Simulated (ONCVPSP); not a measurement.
**An ONCV potential for copper, from input to tests**

Task: generate the file, and judge it by its errors in other configurations, its logarithmic derivatives, its ghosts and its cutoff.

The numbers are computed with ONCVPSP 4.0.1.1 (patched build) (PBEsol, scalar-relativistic, spin-unpolarised reference atom).

**1. The atom and the settings**

The settings as typed:

```json
{
  "element": "copper (Cu, Z = 29)",
  "type": "optimised norm-conserving Vanderbilt (ONCV)",
  "frozen core": "[Ar]",
  "valence charge": "11",
  "reference configuration": "3d10 4s1",
  "partial waves": "4s: rc 2.55 bohr, ncon 4, nbas 7, qcut 2.2 1/bohr, 2 projectors, debl 1.5 Ha; p scattering state at 0.04 Ha: rc 1.95 bohr, ncon 4, nbas 7, qcut 5.1 1/bohr, 1 projector; 3d: rc 0.85 bohr, ncon 3, nbas 8, qcut 17.6 1/bohr, 1 projector",
  "local potential": "polynomial inside 0.80 bohr (lpopt 2, dvloc0 1 Ha)",
  "core correction": "Teter function, fcfact 2, rcfact 1.3"
}
```

An earlier all-electron run gives the scale for the radii.

All-electron outer shells of the reference configuration (PBEsol, scalar-relativistic, ld1.x):

| shell | level (eV) | outermost node (bohr) | outermost maximum (bohr) |
| --- | --- | --- | --- |
| 3p | -72.00 | 0.26 | 0.62 |
| 3d | -5.06 | – | 0.60 |
| 4s | -4.61 | 0.89 | 2.27 |
| 4p | -0.64 | 0.98 | 3.56 |

**2. The generation run**

Contents of Cu.dat:

```
# ATOM AND REFERENCE CONFIGURATION
# atsym  z   nc   nv     iexc    psfile
  Cu 29.00    5    2  -116133      upf
#
#   n    l    f
    1    0    2.00
    2    0    2.00
    2    1    6.00
    3    0    2.00
    3    1    6.00
    3    2   10.00
    4    0    1.00
#
# PSEUDOPOTENTIAL AND OPTIMIZATION
# lmax
    2
#
#   l,   rc,      ep,       ncon, nbas, qcut
    0    2.55    0.00    4    7    2.20
    1    1.95    0.04    4    7    5.10
    2    0.85    0.00    3    8   17.60
#
# LOCAL POTENTIAL
# lloc, lpopt,  rc(5),   dvloc0
    4    2    0.80    1.00
#
# VANDERBILT-KLEINMAN-BYLANDER PROJECTORs
# l, nproj, debl
    0    2    1.50
    1    1    1.40
    2    1    0.70
#
# MODEL CORE CHARGE
# icmod, fcfact, rcfact
    3    2.00    1.30
#
# LOG DERIVATIVE ANALYSIS
# epsh1, epsh2, depsh
   -2.00    5.00    0.02
#
# OUTPUT GRID
# rlmax, drl
    6.00    0.01
#
# TEST CONFIGURATIONS
# ncnf
    4
# nvcnf
#   n    l    f
    2
    3    2   10.00
    4    0    0.00
#
    2
    3    2    9.00
    4    0    0.00
#
    2
    3    2    8.00
    4    0    0.00
#
    2
    3    2    9.00
    4    0    1.00
#
```

Launch:

```bash
$ oncvpsp.x < Cu.dat > Cu.out
```

Before running it: what results should come out? Wanted: cutoffs for 1 and 0.1 mHa per electron, occupied waves; bound ghosts; GHOST(+) flags; largest test error; largest phase difference near zero energy, channels read; rms error of d²Exc/dn², without and with the model core.

The runs gave:

| quantity | value |
| --- | --- |
| cutoffs for 1 and 0.1 mHa per electron, occupied waves | 118 Ha and 135 Ha |
| bound ghosts | none found |
| GHOST(+) flags | s at 7 eV, p at 23 eV |
| largest test error (AE − PS) | -53 meV, for 3d9 4s0 (1 test unsolved) |
| largest phase difference near zero energy, channels read | 3.138 rad |
| rms error of d²Exc/dn², without and with the model core | 7.99 and 5.33 mHa |

**Reading.** By total energies transferability is fair where solved: the largest error is 53 meV on 29.4 eV, for 3d9 4s0. Of the tests 1 gave no usable energy difference, which is a warning in itself. The potential is very hard: the looser tolerance needs 118 Ha. At the looser tolerance the 3d wave is the slowest; 4s needs 8 Ha. The program's ghost test flags no bound state. Near zero energy the largest phase difference among the channels read is 3.14 rad, in the s channel (at the energies tabulated). A step near π is an extra or missing state, not a misfit of shape. The pseudo curves have poles with no partner nearby in the atom's: s at 0.25 Ha, p at 0.77 Ha. At positive energy that is a spurious or a displaced resonance. The program also flags highly localised states, GHOST(+) (s, p). These are tests on the free atom; a crystal test is still owed.
